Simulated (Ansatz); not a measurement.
Predict the output of the script below (the Python package of Ansatz (0.2.0)).

The script, `run_defect.py`:
```python
"""Point defect (substitution) in CuCl2."""

import ansatz as az
from ase import Atoms
import numpy as np

atoms = Atoms(
    ["Cu", "Cl", "Cl"],
    scaled_positions=[
        (0.0, 0.0, 0.0),
        (0.5, 0.0, 0.0),
        (0.0, 0.5, 0.0),
    ],
    cell=[
        (4.520648, 0.0, 0.0),
        (0.0, 4.520648, 0.0),
        (0.0, 0.0, 4.317712),
    ],
    pbc=True,
)
structure = az.Crystal.from_ase(atoms)
host = structure.supercell(2, 1, 2)
defective = host.substitution("I", at=(0.5, 0.0, 0.0), replaces="Cl")

def with_settings(structure):
    return (
        structure.calculation()
        .functional(az.Functional.PBESOL)
        .basis(19 * az.Ha)
        .kpoints(2, 3, 2)
        .occupations("Fermi-Dirac")
        .band_table()
    )


perfect = with_settings(host).run(threads=1).report
setup = (
    with_settings(defective)
    .relax(force_tolerance=0.02, max_steps=40)
)
done = setup.run(threads=1)
data = done.report

n_host, n_defect = len(perfect["lattice"]["sites"]), len(data["lattice"]["sites"])
print(f"perfect cell: {n_host} atoms, F = {perfect['free_energy_ev']:.4f} eV")
print(f"defect cell:  {n_defect} atoms, F = {data['free_energy_ev']:.4f} eV")
# chemical potentials are still to be added to this difference
print(f"difference {data['free_energy_ev'] - perfect['free_energy_ev']:.4f} eV (no chemical potentials)")

pull = np.linalg.norm(data["forces_ev_ang"], axis=1)
for atom in np.argsort(-pull)[:5]:
    print(f"force on {done.lattice.sites[atom].symbol}{atom}: {pull[atom]:.3f} eV/A")

for site in done.lattice.sites:
    print(f"{site.symbol:2s}", " ".join(f"{v:8.4f}" for v in site.position_ang))
```

```console
$ python run_defect.py
perfect cell: 12 atoms, F = -34845.1019 eV
defect cell:  12 atoms, F = -41215.8169 eV
difference -6370.7150 eV (no chemical potentials)
force on Cu9: 0.002 eV/A
force on Cu3: 0.002 eV/A
force on Cl2: 0.001 eV/A
force on Cl8: 0.001 eV/A
force on Cl5: 0.000 eV/A
Cu  -0.1627   0.0000   0.0000
I    2.2603   0.0000   0.0000
Cl   0.0686   2.2603   0.0000
Cu  -0.0015   0.0000   4.3177
Cl   2.2603   0.0000   4.3177
Cl   0.0010   2.2603   4.3177
Cu   4.6833   0.0000   0.0000
Cl   6.7810   0.0000   0.0000
Cl   4.4520   2.2603   0.0000
Cu   4.5222   0.0000   4.3177
Cl   6.7810   0.0000   4.3177
Cl   4.5197   2.2603   4.3177
```

Absolute energies stand on the zero of these potentials, so only differences at equal settings mean something. A total without «per atom» is that of the whole cell that was run. The run is spin-unpolarised. For a metal this k-point mesh is coarse: on a finer one energies can move by several to tens of meV an atom and pressures by half a GPa or more, differences at one mesh by less. The difference holds no chemical potentials. The structure is layered, and without a dispersion term the spacing of the layers is poorly determined. Errors of mesh and smearing per atom add up over the supercell, so the energy can be off by tenths of an eV. Without a Hubbard U or exact exchange, semilocal functionals often make such 3d compounds metallic or too weakly gapped. The structure comes from a database of computed cells and needn't be a stable or known phase. The supercell is small, so the defect meets its images and the energies aren't those of an isolated defect; a partly filled defect level may also lower its energy by spin or distortion. For a charged cell the difference holds no correction, alignment or term for the electrons' reservoir. Finished in 2.3 min on 1 thread of Arm Neoverse V2, on a shared host, peak memory 0.9 GiB.
